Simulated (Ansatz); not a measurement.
Task: a cohesive energy from free atoms of CaMg and its free atoms, with Ansatz's Python interface. Give the script and its output. Level of theory (first run): PBEsol, PAW, cutoff 320 eV, 7×7×7 k-points, Fermi-Dirac smearing of 0.02 eV.

`cohesive.py`:
```python
"""Cohesive energy of CaMg from free atoms."""

from collections import Counter
import warnings

import ansatz as az

PHASES = {
    "CaMg": (
        [(3.966138, 0.0, 0.0), (0.0, 3.966138, 0.0), (0.0, 0.0, 3.966138)],
        [
            ("Ca", (0.0, 0.0, 0.0)),
            ("Mg", (0.5, 0.5, 0.5)),
        ],
    ),
}


def build(vectors, sites):
    crystal = az.Crystal(lattice=az.Lattice.of(vectors))
    for symbol, position in sites:
        crystal = crystal.atom(symbol, position)
    return crystal


def counts(outcome):
    return Counter(site.symbol for site in outcome.lattice.sites)

UNPAIRED = {"Ca": 0, "Mg": 0}  # unpaired electrons of the free atoms


def ground_state(name, crystal):
    calc = (
        crystal.calculation()
        .functional(az.Functional.PBESOL)
        .basis(320, xc_grid=1)
        .scf(lower_state_search="standard")
        .kpoints(spacing=0.26)
        .occupations("fermi_dirac", width=0.02)
    )
    if name.endswith(" atom"):
        calc = calc.kpoints(1, 1, 1).occupations("fermi_dirac", width=0.01)
        if UNPAIRED[name.split()[0]]:
            calc = calc.spin("collinear")
        return calc.run(threads=1)
    calc = calc.relax(force_tolerance=0.02, cell=True)
    return calc.run(threads=1)

warnings.simplefilter("ignore", az.DeckWarning)

phases = {name: build(*cell) for name, cell in PHASES.items()}
# a box with unlike edges lets an open shell break the spherical symmetry
for element, moment in UNPAIRED.items():
    phases[f"{element} atom"] = az.Lattice.orthorhombic(10.0, 10.5, 11.0).atom(element, (0.5, 0.5, 0.5), moment=moment or None)

done = {}
for name, crystal in phases.items():
    done[name] = ground_state(name, crystal)
    print(f"{name}: {done[name].report['energy_sigma0_ev']:.4f} eV, {len(done[name].lattice.sites)} atoms")

for element in UNPAIRED:
    atom = done[f"{element} atom"].report
    print(f"{element} atom: {atom['energy_sigma0_ev']:.4f} eV, moment {atom['magnetization_mub']:.2f} muB")
solid = done["CaMg"]
n = counts(solid)
binding = (sum(k * done[f"{e} atom"].report["energy_sigma0_ev"] for e, k in n.items()) - solid.report["energy_sigma0_ev"]) / sum(n.values())
print(f"cohesive energy {binding:.3f} eV/atom = {96.4853 * binding:.0f} kJ/mol of atoms (no zero-point energy)")
```

```console
$ python cohesive.py
CaMg: -3705.9549 eV, 2 atoms
Ca atom: -1791.6428 eV, 1 atoms
Mg atom: -1910.3352 eV, 1 atoms
Ca atom: -1791.6428 eV, moment 0.00 muB
Mg atom: -1910.3352 eV, moment 0.00 muB
cohesive energy 1.988 eV/atom = 192 kJ/mol of atoms (no zero-point energy)
```

What to keep in mind:
- The settings weren't tested for convergence.
- The cutoff lies under the one recommended for these potentials.
- The magnetic order follows from the starting moments and needn't be the lowest.
- For the metals among these phases the mesh is modest: differences between phases can be off by up to 40 meV an atom.
- The cells come from databases of deposited and of computed structures, and not all need be stable phases.
- Free atoms in a box carry small image and symmetry errors, and spin-orbit coupling is left out.
- The script silences the warnings on its input, which a real study should read.
- Timing: 5.9 s on 1 thread of Arm Neoverse V2, on a shared host, peak memory 0.52 GiB.
